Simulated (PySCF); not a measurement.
# B2H5NO: the cost of one run

The runs use PySCF 2.14.0, with density-fitted response routines of our own; the level of theory stands in each step. All values are computed, except where a source is named. Atoms count from 0, in the outputs and in this text.

## 1. Starting geometry

9 atoms, charge 0, multiplicity 1; geometry from: PBE0-D3(BJ)/def2-SVP.

Bonds of the start (Å): B0–O1 1.35, O1–B2 1.39, B2–N3 1.39, B0–H4 1.21, B0–H5 1.21, B2–H6 1.21, N3–H7 1.01, N3–H8 1.01.

## 2. Spin-spin couplings: B3LYP/def2-TZVP

What the job is given:

```
{"job": {"kind": "j", "xc": "B3LYP", "basis": "def2-TZVP"}, "charge": 0, "multiplicity": 1}
B     -1.771294     0.503793     0.348078
O     -0.667106    -0.269775     0.299680
B      0.581165     0.095804    -0.187730
N      1.620770    -0.821402    -0.074962
H     -1.743157     1.644931    -0.066617
H     -2.777963     0.020415     0.817214
H      0.759606     1.179946    -0.694891
H      2.557484    -0.630822    -0.399400
H      1.494722    -1.730995     0.351657
```

Method: B3LYP/def2-TZVP indirect spin-spin coupling, non-relativistic, gas phase.

Launch:

```bash
$ OMP_NUM_THREADS=1 python probes_run.py task.json out
```

One launch serves the whole session: the jobs run in the order shown.

Q: Estimate the wall time and peak memory of this first job on 1 thread of Arm Neoverse V1, shared host.

About 17 s, with a peak of 0.62 GiB.
